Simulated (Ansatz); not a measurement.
# C₂H₆Cl₂Se₂Sn: one species, many methods

Aim: compute C₂H₆Cl₂Se₂Sn with functionals from several rungs and with coupled cluster. The yardstick is the atomisation energy at the CCSD(T) limit.

The runs use Ansatz 0.2.0, Gaussian basis; functionals in def2-TZVPP, the program's frozen cores in correlated methods.

The runs, in order: LDA (SPW92), PBE-D4, revPBE-D4, BLYP-D4, r2SCAN-D4, B97M-V, PBE0-D4, B3LYP-D4, r2SCANh-D4, r2SCAN0-D4, HSE06-D4, BHLYP-D4, CAM-B3LYP-D4, LC-ωPBE, ωB97X-V, ωB97M-V, B2PLYP, PBE-QIDH; CCSD(T)/def2-SVP; CCSD(T)/def2-TZVPP; MP2/def2-QZVPP; extrapolation to the limit; RPA on PBE.

## (1) The relaxed structure

An earlier PBE0-D4 in a triple-zeta def2 set relaxation fixed the geometry. Sn takes the def2 core potential; no spin-orbit term is included.

SMILES `C[Se][Sn]([Cl])([Cl])[Se]C`, 13 atoms, charge 0, spin multiplicity 1.

Atoms are counted from 1 here; the program's logs count them from 0.

Bond lengths: C1–Se2 1.962 Å, C1–H8 1.088 Å, C1–H9 1.089 Å, C1–H10 1.087 Å, Se2–Sn3 2.500 Å, Sn3–Cl4 2.323 Å, Sn3–Cl5 2.323 Å, Sn3–Se6 2.500 Å, Se6–C7 1.962 Å, C7–H11 1.087 Å, C7–H12 1.089 Å, C7–H13 1.088 Å. Angles: Se2–C1–H8 110.5°, Se2–C1–H9 105.6°, Se2–C1–H10 110.2°, H8–C1–H9 109.7°, H8–C1–H10 110.9°, H9–C1–H10 109.8°, C1–Se2–Sn3 94.9°, Se2–Sn3–Cl4 111.4°, Se2–Sn3–Cl5 106.1°, Se2–Sn3–Se6 113.6°, Cl4–Sn3–Cl5 108.2°, Cl4–Sn3–Se6 106.1°, Cl5–Sn3–Se6 111.3°, Sn3–Se6–C7 95.0°, Se6–C7–H11 110.2°, Se6–C7–H12 105.6°, Se6–C7–H13 110.5°, H11–C7–H12 109.8° and more.

## (2) LDA

This LDA is Slater exchange with PW92 correlation.

The input, in.yaml:

```yaml
crystal:
  periodic: [false, false, false]
  atoms:
    - {symbol: C, position_ang: [0.076703, -2.486343, 0.034840]}
    - {symbol: Se, position_ang: [-0.020970, -1.379561, -1.581762]}
    - {symbol: Sn, position_ang: [-1.356636, 0.443816, -0.513754]}
    - {symbol: Cl, position_ang: [-3.417548, -0.335434, 0.221674]}
    - {symbol: Cl, position_ang: [-1.730120, 2.025609, -2.173245]}
    - {symbol: Se, position_ang: [-0.246629, 1.462599, 1.481061]}
    - {symbol: C, position_ang: [1.372765, 2.005108, 0.516037]}
    - {symbol: H, position_ang: [0.489439, -1.914795, 0.863889]}
    - {symbol: H, position_ang: [0.746524, -3.308209, -0.212867]}
    - {symbol: H, position_ang: [-0.908126, -2.874904, 0.283134]}
    - {symbol: H, position_ang: [1.139038, 2.794933, -0.193955]}
    - {symbol: H, position_ang: [2.054711, 2.381846, 1.276628]}
    - {symbol: H, position_ang: [1.821249, 1.150533, 0.013118]}
basis:
  gaussian: {orbitals: def2-TZVPP}
hamiltonian: {xc: lda}
output: {orbitals: {seedname: orbitals}}
```

The run is started by

```bash
> ansatz run in.yaml --threads 4 --pin off --events-out ev --progress --plain --max-ram 66560MiB --backend cuda --devices 0, --max-vram 37GiB
```

The runs that follow: PBE-D4 (GGA); revPBE-D4 (GGA); BLYP-D4 (GGA); r2SCAN-D4 (meta-GGA); B97M-V (meta-GGA); PBE0-D4 (hybrid); B3LYP-D4 (hybrid); r2SCANh-D4 (hybrid); r2SCAN0-D4 (hybrid); HSE06-D4 (hybrid); BHLYP-D4 (hybrid); CAM-B3LYP-D4 (range-separated); LC-ωPBE (range-separated); ωB97X-V (range-separated); ωB97M-V (range-separated); B2PLYP (double hybrid); PBE-QIDH (double hybrid); CCSD(T) in def2-SVP; CCSD(T) in def2-TZVPP; MP2 in def2-QZVPP; RPA on PBE orbitals.

**Question.** What will the summary of the whole plan be? Wanted: atomisation energy, CCSD(T)/CBS; farthest beyond LDA; mean size of error, GGA; mean size of error, meta-GGA; mean size of error, hybrid; mean size of error, range-separated; mean size of error, double hybrid; gap, smallest and largest; T1 diagnostic.

**Answer**, as computed:

```
                               quantity                                                      value
        atomisation energy, CCSD(T)/CBS                                                  44.581 eV
    functionals within 0.446 eV (1.0 %)  r2SCAN-D4, B97M-V, PBE0-D4, r2SCANh-D4, HSE06-D4, ωB97X-V
                    farthest beyond LDA                                       BHLYP-D4 (-1.721 eV)
                mean size of error, GGA                                                   0.647 eV
           mean size of error, meta-GGA                                                   0.096 eV
             mean size of error, hybrid                                                   0.653 eV
    mean size of error, range-separated                                                   0.685 eV
      mean size of error, double hybrid                                                   0.919 eV
              gap, smallest and largest                   2.70 eV (LDA (SPW92)), 9.49 eV (LC-ωPBE)
                          T1 diagnostic                                                     0.0105
triples share of the correlation energy                                                      3.9 %
```

The LDA atomisation energy is off by 6.218 eV (14 %): it overbinds. PBE-D4 misses by +0.522 eV. Double hybrids carry the basis error of their MP2 part in triple zeta, and no dispersion term here, so their miss is partly the set-up's. By mean error the best rung here is meta-GGA (0.096 eV) and the worst beyond LDA is double hybrid (0.919 eV). range-separated functionals lie within the reference's doubt of that worst mean (0.685 eV), so those two tie. The reference freezes the cores and leaves out spin-orbit coupling and excitations past (T), and its outer-core shells are covered unevenly, so misses under about 0.446 eV can't be ranked. All levels share the lack of spin-orbit coupling, which lowers the free heavy atoms and so the true binding. Hartree-Fock recovers 71 % of the binding; the rest is correlation. CCSD(T) in def2-SVP is off by -3.550 eV, worse than the median functional, from the basis alone. Orbital gaps span 2.7 to 9.5 eV; exact exchange widens them. Correlated methods include outer-core shells of Se, Sn, which these sets cover unevenly.
